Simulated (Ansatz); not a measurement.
# C3H7FGe: up Jacob's ladder to CCSD(T)

One table from this session's results is given with a row withheld; the runs are named, their logs left out.

Method: functionals in def2-TZVPP, the program's frozen cores in correlated methods; program: Ansatz 0.2.0, Gaussian basis.

The runs, in order: PBE-D4, r2SCAN-D4, PBE0-D4, B3LYP-D4, ωB97X-V, ωB97M-V, B2PLYP; CCSD(T)/def2-TZVPP; MP2/def2-QZVPP; extrapolation to the limit.

### The geometry

An earlier PBE0-D4 in a triple-zeta def2 set relaxation fixed the geometry.

SMILES `C=[CH][GeH2][CH2]F`, 12 atoms, charge 0, spin multiplicity 1.

Atoms are counted from 1 here; the program's logs count them from 0.

Bond lengths: C1–C2 1.328 Å, C1–H6 1.087 Å, C1–H7 1.087 Å, C2–Ge3 1.936 Å, C2–H8 1.088 Å, Ge3–C4 1.978 Å, Ge3–H9 1.539 Å, Ge3–H10 1.541 Å, C4–F5 1.389 Å, C4–H11 1.094 Å, C4–H12 1.094 Å. Angles: C2–C1–H6 121.9°, C2–C1–H7 122.0°, H6–C1–H7 116.1°, C1–C2–Ge3 123.1°, C1–C2–H8 119.0°, Ge3–C2–H8 117.9°, C2–Ge3–C4 109.7°, C2–Ge3–H9 111.2°, C2–Ge3–H10 109.0°, C4–Ge3–H9 108.1°, C4–Ge3–H10 108.7°, H9–Ge3–H10 110.1°, Ge3–C4–F5 109.7°, Ge3–C4–H11 111.3°, Ge3–C4–H12 110.7°, F5–C4–H11 108.2°, F5–C4–H12 108.2°, H11–C4–H12 108.7°.

Set-up of the first run:

The input, in.yaml:

```yaml
crystal:
  periodic: [false, false, false]
  atoms:
    - {symbol: C, position_ang: [-0.591704, 1.352517, 1.744174]}
    - {symbol: C, position_ang: [-0.890476, 0.685571, 0.635613]}
    - {symbol: Ge, position_ang: [0.401777, 0.315242, -0.757396]}
    - {symbol: C, position_ang: [0.610389, -1.639953, -0.970510]}
    - {symbol: F, position_ang: [-0.611485, -2.206223, -1.311106]}
    - {symbol: H, position_ang: [-1.330819, 1.539586, 2.518630]}
    - {symbol: H, position_ang: [0.404243, 1.745082, 1.930017]}
    - {symbol: H, position_ang: [-1.904129, 0.315241, 0.500162]}
    - {symbol: H, position_ang: [-0.052734, 0.897666, -2.107733]}
    - {symbol: H, position_ang: [1.762538, 0.915912, -0.353712]}
    - {symbol: H, position_ang: [1.330199, -1.879414, -1.758163]}
    - {symbol: H, position_ang: [0.949102, -2.096129, -0.036079]}
basis:
  gaussian: {orbitals: def2-TZVPP}
hamiltonian: {xc: pbe, dispersion: d4}
output: {forces: true, orbitals: {seedname: orbitals}}
```

The run is started by

```
> ansatz run in.yaml --threads 4 --pin off --events-out ev --progress --plain --max-ram 10444MiB
```

Among the steps run: PBE-D4 (GGA); r2SCAN-D4 (meta-GGA); PBE0-D4 (hybrid); B3LYP-D4 (hybrid); ωB97X-V (range-separated); ωB97M-V (range-separated); B2PLYP (double hybrid); CCSD(T) in def2-TZVPP; MP2 in def2-QZVPP.

One of the session's tables, all rows but one given; the rest of the session is left out.

| method | atomisation energy (kJ/mol) |
| --- | --- |
| PBE-D4 | 4450.4 |
| r2SCAN-D4 | ? |
| PBE0-D4 | 4377.2 |
| B3LYP-D4 | 4363.5 |
| ωB97X-V | 4380.0 |
| ωB97M-V | 4367.4 |
| B2PLYP | 4325.2 |
| HF/def2-TZVPP | 3210.6 |
| MP2/def2-TZVPP | 4332.4 |
| CCSD/def2-TZVPP | 4222.1 |
| CCSD(T)/def2-TZVPP | 4285.2 |
| MP2/CBS | 4424.0 |
| CCSD(T)/CBS | 4376.8 |

Estimate the missing values for r2SCAN-D4.

**Answer.** atomisation energy (kJ/mol): 4379.7. In the column «atomisation energy (kJ/mol)» it lies between PBE0-D4 (4377.2) and ωB97X-V (4380.0).

Limits of these values: Free atoms (3 C, 1 Ge, 1 F, 7 H) were run apart at each level; the atomisation energy is their sum less the molecule, without zero-point or spin-orbit terms.
